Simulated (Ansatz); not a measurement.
# F2H2O2Zr: molecular dynamics

Aim: follow the molecule's vibrations and see whether its bonds hold. The start is relaxed first. Runs: 40 steps of 2 fs under a Langevin thermostat at 1000 K.

All numbers below are computed with Ansatz 0.2.0 (RKS PBE/def2-SVP).

1 further run of the same task is left out (it didn't finish).

### Step 1. The starting structure

Bond lengths: Zr1–O2 2.070 Å, O2–H3 1.010 Å, Zr1–O4 2.070 Å, O4–H5 1.010 Å, Zr1–F6 1.979 Å, Zr1–F7 1.979 Å. Angles: Zr1–O2–H3 109.5°, O2–Zr1–O4 109.4°, O2–Zr1–F6 109.5°, O2–Zr1–F7 109.5°, O4–Zr1–F6 109.5°, O4–Zr1–F7 109.5°, F6–Zr1–F7 109.5°, Zr1–O4–H5 109.5°.

Coordinates:

```xyz
7

Zr    0.0000    0.0000    0.0000
O     0.0000    0.0000    2.0700
H    -0.9095   -0.2814    2.4071
O     1.9520    0.0000   -0.6893
H     2.2684   -0.9521   -0.8060
F    -0.9326    1.6157   -0.6593
F    -0.9326   -1.6157   -0.6593
```

### Step 2. Preparing the start

Input file input.yaml:

```yaml
crystal:
  periodic: [false, false, false]
  atoms:
    - { symbol: Zr, position_ang: [0.0, 0.0, 0.0] }
    - { symbol: O, position_ang: [0.0, 0.0, 2.07] }
    - { symbol: H, position_ang: [-0.9095, -0.2814, 2.4071] }
    - { symbol: O, position_ang: [1.952, 0.0, -0.6893] }
    - { symbol: H, position_ang: [2.2684, -0.9521, -0.806] }
    - { symbol: F, position_ang: [-0.9326, 1.6157, -0.6593] }
    - { symbol: F, position_ang: [-0.9326, -1.6157, -0.6593] }
basis:
  gaussian: { orbitals: def2-SVP }
hamiltonian:
  xc: pbe
relax:
  f_tol: 0.02
  max_steps: 40
output:
  orbitals: {}
```

On the command line:

```
$ ansatz run input.yaml --threads 1 --pin off --max-ram 2048MiB --backend cpu --events-out ev --progress --plain --runs-dir out
```

After this run come: The run.

Q: Predict the outcome of this session. Wanted: relaxation of the start; temperature, first and last step; temperature, second half; potential energy, second half; bonds formed or broken.

As calculated:

```
                        quantity                            value
         relaxation of the start          8 moves, 0.695 eV lower
                          length                 40 steps of 2 fs
temperature, first and last step                   857 and 1221 K
        temperature, second half  mean 1049 K, from 600 to 1657 K
   potential energy, second half     +111 meV/atom from the start
          bonds formed or broken                                0
```

In words: Against a set 1000 K the second half averages 1049 K with a spread of 305 K. A step of 2 fs is long for atoms as light as 1 u, and this run prints no conserved energy by which to check it. The bonds all hold. 80 fs on 7 atoms is far too short and small for converged averages. The nuclei move classically, without zero-point motion, which matters most for hydrogen.
